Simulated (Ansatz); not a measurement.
# CO2: the cost of one run

All numbers below are computed with Ansatz 0.2.0 (DFT PBE+D3(BJ), plane waves, PAW, scalar-relativistic, no spin polarisation).

## Step 1: Starting point

The cell holds 24 atoms (C8O16): a = 8.082 Å, b = 8.082 Å, c = 8.082 Å, α = 90.00°, β = 90.00°, γ = 90.00°.

As a file:

```xyz
24
Lattice="8.0825 0.0000 0.0000 0.0000 8.0825 0.0000 0.0000 0.0000 8.0825" Properties=species:S:1:pos:R:3 pbc="T T T"
C     1.3078    7.3367    6.7616
O     1.5581    7.7872    7.8216
O     1.0576    6.8861    5.7016
C     2.2344    1.8772    2.1502
O     1.8289    2.1019    3.2338
O     2.6399    1.6525    1.0665
C     4.8566    0.1889    7.2932
O     4.8774    0.1580    8.4712
O     4.8357    0.2198    6.1151
C     6.4017    4.3892    2.2431
O     5.6579    4.6851    3.1081
O     7.1456    4.0934    1.3780
C     4.9778    5.0560    7.1363
O     4.9776    5.0521    8.3150
O     4.9781    5.0598    5.9577
C     1.3417    6.6540    2.6708
O     2.2786    6.9836    3.3055
O     0.4048    6.3244    2.0361
C     7.3432    1.7991    5.5680
O     6.8741    1.9379    4.4956
O     7.8122    1.6604    6.6404
C     2.3251    4.0962    0.9185
O     2.3224    4.4348    2.0475
O     2.3278    3.7577   -0.2105
```

## Step 2: Relaxing the start

input.yaml reads:

```yaml
accuracy: low
crystal:
  lattice:
    - [8.08248, 0.0, 0.0]
    - [0.0, 8.08248, 0.0]
    - [0.0, 0.0, 8.08248]
  atoms:
    - { symbol: C, position: [0.1618117, 0.9077233, 0.836573] }
    - { symbol: O, position: [0.1927691, 0.9634723, 0.9677207] }
    - { symbol: O, position: [0.1308543, 0.8519743, 0.7054253] }
    - { symbol: C, position: [0.2764484, 0.2322574, 0.2660299] }
    - { symbol: O, position: [0.2262789, 0.2600561, 0.4001055] }
    - { symbol: O, position: [0.3266179, 0.2044587, 0.1319542] }
    - { symbol: C, position: [0.6008747, 0.023369, 0.9023447] }
    - { symbol: O, position: [0.6034595, 0.0195439, 1.0481003] }
    - { symbol: O, position: [0.5982899, 0.027194, 0.756589] }
    - { symbol: C, position: [0.792052, 0.5430556, 0.2775227] }
    - { symbol: O, position: [0.7000144, 0.5796556, 0.3845532] }
    - { symbol: O, position: [0.8840897, 0.5064557, 0.1704921] }
    - { symbol: C, position: [0.6158769, 0.6255467, 0.882935] }
    - { symbol: O, position: [0.6158466, 0.6250728, 1.028763] }
    - { symbol: O, position: [0.6159073, 0.6260206, 0.737107] }
    - { symbol: C, position: [0.166, 0.8232664, 0.3304422] }
    - { symbol: O, position: [0.2819166, 0.8640453, 0.4089689] }
    - { symbol: O, position: [0.0500835, 0.7824875, 0.2519155] }
    - { symbol: C, position: [0.908531, 0.2225958, 0.6888956] }
    - { symbol: O, position: [0.8504996, 0.2397608, 0.5562165] }
    - { symbol: O, position: [0.9665624, 0.2054309, 0.8215748] }
    - { symbol: C, position: [0.2876703, 0.506803, 0.1136368] }
    - { symbol: O, position: [0.2873339, 0.548687, 0.2533208] }
    - { symbol: O, position: [0.2880066, 0.4649189, -0.0260473] }
basis:
  ecutwfc: 420.0
kpoints:
  mp_grid: { grid: [1, 1, 1] }
hamiltonian:
  xc: pbe
  dispersion: d3bj
scf:
  occupations: { method: fermi_dirac, width: 0.02 }
  lower_state_search: "off"
relax:
  f_tol: 0.3
  max_steps: 15
  adjacent_minimum: "off"
```

Run with:

```
> ansatz run input.yaml --threads 1 --pin off --max-ram 3072MiB --backend cpu --events-out ev --progress --plain --runs-dir out
```

**Question.** How long does this run take on 1 thread of Arm Neoverse V1, shared host, and how much memory does it need?

About 53 s, with a peak of 0.49 GiB.
